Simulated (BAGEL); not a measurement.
# triplet C2H4SSi at 5 levels

We compute a comparison of 5 runs (UHF/STO-3G, ROHF/6-31G*, UHF/6-31G*, ROHF/def2-SVP, UHF/def2-SVP) of triplet C2H4SSi. 

The results are computed with BAGEL 1.2.2.

**1. The structure to begin with**

The species is C2H4SSi (8 atoms), meant as a triplet with charge 0. As SMILES of the parent species, `SC1=C[SiH2]1`. The shape is that of a PBE0-D4/def2-TZVP optimisation. That shape belongs to the parent species and isn't relaxed for this state.

Bond lengths: S1–C2 1.718 Å, C2–C3 1.338 Å, C2–Si4 1.814 Å, C3–Si4 1.798 Å, S1–H5 1.342 Å, C3–H6 1.081 Å, Si4–H7 1.483 Å, Si4–H8 1.483 Å. Some angles: S1–C2–C3 135.6°, S1–C2–Si4 156.7°, C3–C2–Si4 67.6°, C2–C3–Si4 68.9°, C2–Si4–C3 43.5°, C2–S1–H5 97.3°, C2–C3–H6 136.2°, Si4–C3–H6 154.9°, C2–Si4–H7 120.9°, C2–Si4–H8 120.9°.

**2. A single-point energy at UHF/STO-3G (density fitting with qzvpp-jkfit) (run 1)**

Contents of hf.json:

```json
{ "bagel": [

{
  "title": "molecule",
  "basis": "sto-3g",
  "df_basis": "qzvpp-jkfit",
  "angstrom": true,
  "geometry": [
    { "atom": "S", "xyz": [   -0.593900,    2.188800,    0.194600 ] },
    { "atom": "C", "xyz": [   -0.070400,    0.552600,    0.194400 ] },
    { "atom": "C", "xyz": [    0.593100,   -0.239600,    1.044100 ] },
    { "atom": "Si", "xyz": [    0.152600,   -1.126000,   -0.456500 ] },
    { "atom": "H", "xyz": [   -1.174900,    2.181300,   -1.014900 ] },
    { "atom": "H", "xyz": [    1.033500,   -0.135100,    2.026300 ] },
    { "atom": "H", "xyz": [    1.135300,   -1.400600,   -1.532900 ] },
    { "atom": "H", "xyz": [   -0.983100,   -2.078400,   -0.510800 ] }
  ]
},
{
  "title": "uhf",
  "nopen": 2
},
{
  "title": "print",
  "file": "orbitals.molden",
  "orbitals": true
}

]}
```

Started as:

```
$ BAGEL_NUM_THREADS=1 BAGEL hf.json > hf.out
```

What it wrote:

```text
* using 1 threads per process

  ===============================================================
  ===============================================================

  *** Geometry ***

  { "atom" : "S", "xyz" : [     -1.122308,      4.136233,      0.367741 ] },
  { "atom" : "C", "xyz" : [     -0.133037,      1.044263,      0.367363 ] },
  { "atom" : "C", "xyz" : [      1.120797,     -0.452778,      1.973063 ] },
[... 4 lines of this table left out ...]
  { "atom" : "H", "xyz" : [     -1.857790,     -3.927607,     -0.965272 ] },

  Number of auxiliary basis functions:      478

  Since a DF basis is specified, we compute 2- and 3-index integrals:
    o Being stored without compression. Storage requirement is 0.004 GB

  Number of basis functions:       32
  Number of electrons      :       46

    * METHOD: MOLECULE                             0.14

  *** Open-shell HF ***

  === Nuclear Repulsion ===
   184.5020041875

      * DIIS with orbital gradients will be used.

  === UHF iteration (sto-3g) ===
      0       -755.57247099          0.02063621           0.04
      1       -755.63659703          0.00875144           0.04
      2       -755.65038153          0.00362311           0.04
[... 13 lines of this table left out ...]
     16       -755.66106206          0.00000001           0.04
    * SCF iteration converged.

    * S^2 (UHF) is 2.0683

    * Permanent dipole moment:
           (    0.081773,     0.417424,     0.446237) a.u.

    * METHOD: UHF                                  0.72

    * METHOD: PRINT                                0.00

  ===============================================================
```

Wall time 1 s (1 thread of Arm Neoverse V2, shared host).

**3. A single-point energy at ROHF/6-31G(d) (density fitting with qzvpp-jkfit, spherical functions) (run 2)**

Contents of hf.json:

```json
{ "bagel" : [

{
  "title" : "molecule",
  "basis" : "6-31gs.json",
  "df_basis" : "qzvpp-jkfit",
  "angstrom" : true,
  "geometry" : [
    { "atom" : "S", "xyz" : [      -0.593900,       2.188800,       0.194600 ] },
    { "atom" : "C", "xyz" : [      -0.070400,       0.552600,       0.194400 ] },
    { "atom" : "C", "xyz" : [       0.593100,      -0.239600,       1.044100 ] },
    { "atom" : "Si", "xyz" : [       0.152600,      -1.126000,      -0.456500 ] },
    { "atom" : "H", "xyz" : [      -1.174900,       2.181300,      -1.014900 ] },
    { "atom" : "H", "xyz" : [       1.033500,      -0.135100,       2.026300 ] },
    { "atom" : "H", "xyz" : [       1.135300,      -1.400600,      -1.532900 ] },
    { "atom" : "H", "xyz" : [      -0.983100,      -2.078400,      -0.510800 ] }
  ]
},

{
  "title" : "rohf",
  "nopen" : 2
},

{
  "title" : "print",
  "file" : "orbitals.molden",
  "orbitals" : true
}

]}
```

The basis set 6-31G* is read from a file made from the Basis Set Exchange's data (not shown).

Started as:

```
$ BAGEL_NUM_THREADS=1 BAGEL hf.json > hf.out
```

What it wrote:

```text
* using 1 threads per process

  ===============================================================
  ===============================================================

  *** Geometry ***

  { "atom" : "S", "xyz" : [     -1.122308,      4.136233,      0.367741 ] },
  { "atom" : "C", "xyz" : [     -0.133037,      1.044263,      0.367363 ] },
  { "atom" : "C", "xyz" : [      1.120797,     -0.452778,      1.973063 ] },
[... 4 lines of this table left out ...]
  { "atom" : "H", "xyz" : [     -1.857790,     -3.927607,     -0.965272 ] },

  Number of auxiliary basis functions:      478

  Since a DF basis is specified, we compute 2- and 3-index integrals:
    o Being stored without compression. Storage requirement is 0.020 GB

  Number of basis functions:       72
  Number of electrons      :       46

    * METHOD: MOLECULE                             0.19

  *** Open-shell HF ***

  === Nuclear Repulsion ===
   184.5020041875

      * DIIS with orbital gradients will be used.

  === ROHF iteration (6-31gs.json) ===
      0       -764.07426799          0.03515349           0.09
      1       -764.18020866          0.02413620           0.10
      2       -764.21660726          0.01668556           0.09
[... 16 lines of this table left out ...]
     19       -764.25715831          0.00000001           0.09
    * SCF iteration converged.

    * S^2 (ROHF) is 2.0000

    * Permanent dipole moment:
           (    0.048872,     0.488006,     0.424908) a.u.

    * METHOD: ROHF                                 1.97

    * METHOD: PRINT                                0.01

  ===============================================================
```

It took 2.3 s on 1 thread of Arm Neoverse V2, shared host.

Run 3 isn't shown in full; the table further down has it.

**4. A single-point energy at ROHF/def2-SVP (density fitting with qzvpp-jkfit) (run 4)**

Contents of hf.json:

```json
{ "bagel": [

{
  "title": "molecule",
  "basis": "svp",
  "df_basis": "qzvpp-jkfit",
  "angstrom": true,
  "geometry": [
    { "atom": "S", "xyz": [   -0.593900,    2.188800,    0.194600 ] },
    { "atom": "C", "xyz": [   -0.070400,    0.552600,    0.194400 ] },
    { "atom": "C", "xyz": [    0.593100,   -0.239600,    1.044100 ] },
    { "atom": "Si", "xyz": [    0.152600,   -1.126000,   -0.456500 ] },
    { "atom": "H", "xyz": [   -1.174900,    2.181300,   -1.014900 ] },
    { "atom": "H", "xyz": [    1.033500,   -0.135100,    2.026300 ] },
    { "atom": "H", "xyz": [    1.135300,   -1.400600,   -1.532900 ] },
    { "atom": "H", "xyz": [   -0.983100,   -2.078400,   -0.510800 ] }
  ]
},
{
  "title": "rohf",
  "nopen": 2
},
{
  "title": "print",
  "file": "orbitals.molden",
  "orbitals": true
}

]}
```

Started as:

```
$ BAGEL_NUM_THREADS=1 BAGEL hf.json > hf.out
```

What it wrote:

```text
* using 1 threads per process

  ===============================================================
  ===============================================================

  *** Geometry ***

  { "atom" : "S", "xyz" : [     -1.122308,      4.136233,      0.367741 ] },
  { "atom" : "C", "xyz" : [     -0.133037,      1.044263,      0.367363 ] },
  { "atom" : "C", "xyz" : [      1.120797,     -0.452778,      1.973063 ] },
[... 4 lines of this table left out ...]
  { "atom" : "H", "xyz" : [     -1.857790,     -3.927607,     -0.965272 ] },

  Number of auxiliary basis functions:      478

  Since a DF basis is specified, we compute 2- and 3-index integrals:
    o Being stored without compression. Storage requirement is 0.027 GB

  Number of basis functions:       84
  Number of electrons      :       46

    * METHOD: MOLECULE                             0.19

  *** Open-shell HF ***

  === Nuclear Repulsion ===
   184.5020041875

      * DIIS with orbital gradients will be used.

  === ROHF iteration (svp) ===
      0       -763.81178122          0.03346023           0.12
      1       -763.92719915          0.02561192           0.12
      2       -763.97120857          0.01779458           0.12
[... 16 lines of this table left out ...]
     19       -764.02436609          0.00000001           0.12
    * SCF iteration converged.

    * S^2 (ROHF) is 2.0000

    * Permanent dipole moment:
           (    0.095875,     0.379424,     0.450310) a.u.

    * METHOD: ROHF                                 2.51

    * METHOD: PRINT                                0.01

  ===============================================================
```

It took 2.8 s on 1 thread of Arm Neoverse V2, shared host.

**5. The energy at UHF/def2-SVP (density fitting with qzvpp-jkfit) (run 5)**

Contents of job.json:

```json
{ "bagel" : [

{
  "title" : "molecule",
  "basis" : "svp",
  "df_basis" : "qzvpp-jkfit",
  "angstrom" : true,
  "geometry" : [
    { "atom" : "S", "xyz" : [      -0.593900,       2.188800,       0.194600 ] },
    { "atom" : "C", "xyz" : [      -0.070400,       0.552600,       0.194400 ] },
    { "atom" : "C", "xyz" : [       0.593100,      -0.239600,       1.044100 ] },
    { "atom" : "Si", "xyz" : [       0.152600,      -1.126000,      -0.456500 ] },
    { "atom" : "H", "xyz" : [      -1.174900,       2.181300,      -1.014900 ] },
    { "atom" : "H", "xyz" : [       1.033500,      -0.135100,       2.026300 ] },
    { "atom" : "H", "xyz" : [       1.135300,      -1.400600,      -1.532900 ] },
    { "atom" : "H", "xyz" : [      -0.983100,      -2.078400,      -0.510800 ] }
  ]
},

{
  "title" : "uhf",
  "nopen" : 2
},

{
  "title" : "print",
  "file" : "orbitals.molden",
  "orbitals" : true
}

]}
```

Started as:

```
$ BAGEL_NUM_THREADS=1 BAGEL job.json > job.out
```

What it wrote:

```text
* using 1 threads per process

  ===============================================================
  ===============================================================

  *** Geometry ***

  { "atom" : "S", "xyz" : [     -1.122308,      4.136233,      0.367741 ] },
  { "atom" : "C", "xyz" : [     -0.133037,      1.044263,      0.367363 ] },
  { "atom" : "C", "xyz" : [      1.120797,     -0.452778,      1.973063 ] },
[... 4 lines of this table left out ...]
  { "atom" : "H", "xyz" : [     -1.857790,     -3.927607,     -0.965272 ] },

  Number of auxiliary basis functions:      478

  Since a DF basis is specified, we compute 2- and 3-index integrals:
    o Being stored without compression. Storage requirement is 0.027 GB

  Number of basis functions:       84
  Number of electrons      :       46

    * METHOD: MOLECULE                             0.19

  *** Open-shell HF ***

  === Nuclear Repulsion ===
   184.5020041875

      * DIIS with orbital gradients will be used.

  === UHF iteration (svp) ===
      0       -763.81178122          0.03346023           0.11
      1       -763.93857076          0.02510578           0.11
      2       -763.98531967          0.01696529           0.11
[... 18 lines of this table left out ...]
     21       -764.03467023          0.00000001           0.11
    * SCF iteration converged.

    * S^2 (UHF) is 2.0424

    * Permanent dipole moment:
           (    0.102435,     0.344617,     0.440813) a.u.

    * METHOD: UHF                                  2.59

    * METHOD: PRINT                                0.01

  ===============================================================
```

Wall time 2.9 s (1 thread of Arm Neoverse V2, shared host).

**6. Overview of the runs**

```csv
run,level,energy (Eh),dipole moment (D),⟨S²⟩,wall time
1,UHF/STO-3G (density fitting with qzvpp-jkfit),-755.661062,1.57,2.068,1 s
2,"ROHF/6-31G* (density fitting with qzvpp-jkfit, spherical functions)",-764.257158,1.65,2.000,2.3 s
3,"UHF/6-31G* (density fitting with qzvpp-jkfit, spherical functions)",-764.267482,1.57,2.044,2.5 s
4,ROHF/def2-SVP (density fitting with qzvpp-jkfit),-764.024366,1.52,2.000,2.8 s
5,UHF/def2-SVP (density fitting with qzvpp-jkfit),-764.034670,1.45,2.042,2.9 s
```

**7. What came out**

```
            quantity          value
 run 5: total energy  -764.03467 Eh
run 5: dipole moment         1.45 D
         run 5: ⟨S²⟩          2.042
```

The dipole moment (its size) runs from 1.45 D (UHF/def2-SVP) to 1.65 D (ROHF/6-31G*). The two ends differ in method and basis. In run 1 the basis is minimal, so the values are rough. All runs together took 12 s, the longest 2.9 s.
